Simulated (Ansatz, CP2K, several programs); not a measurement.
**MgIn2N2 (R-3m): methods side by side**

MgIn2N2 (R-3m) from a database structure, relaxed with r2SCAN in Ansatz, was computed with several methods. The symmetry is R-3m (No. 166, trigonal); a = 3.305 Å, c = 23.080 Å in the conventional setting, 14.56 Å³ an atom. Mg is surrounded by 6 N at 2.31 Å; In is surrounded by 3 N at 2.22 Å and 1 In at 2.81 Å; N is surrounded by 3 In at 2.22 Å and 3 Mg at 2.31 Å. The values are computed, spin-unpolarised, and not measurements.

```
CELL_PARAMETERS angstrom
1.65261 0.95413 7.69350
-1.65261 0.95413 7.69350
0.00000 -1.90827 7.69350
ATOMIC_POSITIONS crystal
Mg 0.00000 0.00000 0.00000
In 0.43915 0.43915 0.43915
In 0.56085 0.56085 0.56085
N 0.27686 0.27686 0.27686
N 0.72314 0.72314 0.72314
```

Gaps and times are for a single point on this cell; volume and bulk modulus come from each method's own relaxation or energy curve at fixed shape, which is too stiff where a cell has free coordinates or axes. Times are rough, from shared hosts (Arm Neoverse V2), and each method has its own mesh and cell size. A dagger marks a closed or tiny gap in a crystal that DFT finds insulating: a failure of the method or a wrong SCF state. A double dagger marks a value from a curve with shape and coordinates held. Gaps from k meshes are read at a limited set of points (mesh, symmetry points, PBE's band edges), so each method's own least gap may be somewhat smaller. Minimal bases can be far off for gaps. d marks a direct gap, i an indirect one (no mark: not told apart), a dash a value that wasn't computed or didn't pass its checks.

| method | kind | gap (eV) | own volume (Å³/atom) | bulk modulus (GPa) | atoms computed | processor time |
| --- | --- | --- | --- | --- | --- | --- |
| light PBE (260 eV, its own mesh) | light plane-wave | 0.10 i | – | – | 5 | 1.6 s |
| PBE | semilocal | 0.23 i | 14.98 | 110‡ | 5 | 15 s |
| r2SCAN | semilocal | 0.58 i | 14.56 | 126‡ | 5 | 37 s |
| PBE/SZV (CP2K) | small basis | overlap 0.22† | – | – | 5 | 120 s |
| PBE/DZVP (CP2K) | small basis | 0.20 i | – | – | 5 | 3.4 min |

Against r2SCAN (0.58 eV) and with closed or daggered gaps left aside, the nearest gap at the points sampled is that of PBE (-0.35 eV) and the farthest that of light PBE (260 eV, its own mesh) (-0.48 eV). r2SCAN is only a yardstick of convenience: semilocal gaps usually lie below measured ones, which GLLB-SC and hybrids aim to mend.

Runs without a result: GLLB-SC (GPAW) (single point, out of time).

Spin-orbit coupling is left out.
